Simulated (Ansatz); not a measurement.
# ZnAu: further runs on the relaxed cell

An exercise on one series of results from a longer session: the logs are not shown, and one member is left open.

Program: Ansatz 0.2.0. Level of theory: DFT PBE, scalar-relativistic, plane waves, PAW. These are calculated values, not measurements.

1 further run of the same task is left out (set aside as unsound or not needed).

## The structure to begin with

Symmetry: Pm-3m, No. 221, cubic system. Conventional cell: a = 3.187 Å, b = 3.187 Å, c = 3.187 Å, α = 90.00°, β = 90.00°, γ = 90.00°. Zn (site symmetry m-3m) has 8 Au at 2.76 Å as nearest neighbours. Au (site symmetry m-3m) has 8 Zn at 2.76 Å as nearest neighbours.

Structure file:

```
Zn Au
1.0
     3.18670    0.00000    0.00000
     0.00000    3.18670    0.00000
     0.00000    0.00000    3.18670
Zn Au
1 1
Direct
  0.50000 0.50000 0.50000
  0.00000 0.00000 0.00000
```

This cell was relaxed beforehand with the same method: volume 16.18 Å³/atom, gap on the mesh none (metal).

The first run:

Input file input.yaml:

```yaml
crystal:
  lattice:
    - [3.1866969189, 0.0, 0.0]
    - [0.0, 3.1866969189, 0.0]
    - [0.0, 0.0, 3.1866969189]
  atoms:
    - { symbol: Zn, position: [0.5, 0.5, 0.5] }
    - { symbol: Au, position: [0.0, 0.0, 0.0] }
basis:
  ecutwfc: 420
kpoints:
  mp_grid: { grid: [14, 14, 14] }
  band_path:
    path:
      - [[0.0, 0.0, 0.0], [0.0, 0.5, 0.0], [0.5, 0.5, 0.0], [0.0, 0.0, 0.0], [0.5, 0.5, 0.5], [0.0, 0.5, 0.0]]
      - [[0.5, 0.5, 0.5], [0.5, 0.5, 0.0]]
    npoints: 14
hamiltonian:
  xc: pbe
scf:
  occupations: { method: gaussian, width: 0.1 }
  n_extra_bands: 6
output:
  forces: true
  stress: true
  eigenvalues: true
  populations: true
  dos: { projected: true, de: 0.02, nscf_kmesh: { grid: [21, 21, 21] } }
  bader: true
  write_density: true
  write_potential: true
  elf: true
  volumetric_format: npy
```

Command:

```
$ ansatz run input.yaml --threads 1 --pin off --max-ram 2560MiB --backend cpu --events-out ev --progress --plain --runs-dir out
```

Among the steps run: Static run: bands, density of states and charges; Relaxing with PBEsol; Relaxing with LDA; The cell under PBE+D3(BJ).

One table of the session follows, with a row left open; its other results are not shown here.

It belongs to the step «Relaxed cells side by side». 

| functional | a (Å) | b (Å) | c (Å) | volume (Å³/atom) |
| --- | --- | --- | --- | --- |
| PBE | 3.187 | 3.187 | 3.187 | 16.18 |
| PBEsol | 3.128 | 3.128 | 3.128 | 15.31 |
| LDA | 3.095 | 3.095 | 3.095 | 14.83 |
| PBE+D3(BJ) | ? | ? | ? | ? |

Estimate the missing values for PBE+D3(BJ).

**Answer.** a (Å): 3.139; b (Å): 3.139; c (Å): 3.139; volume (Å³/atom): 15.47. In the column «a (Å)» it lies between PBEsol (3.128) and PBE (3.187).
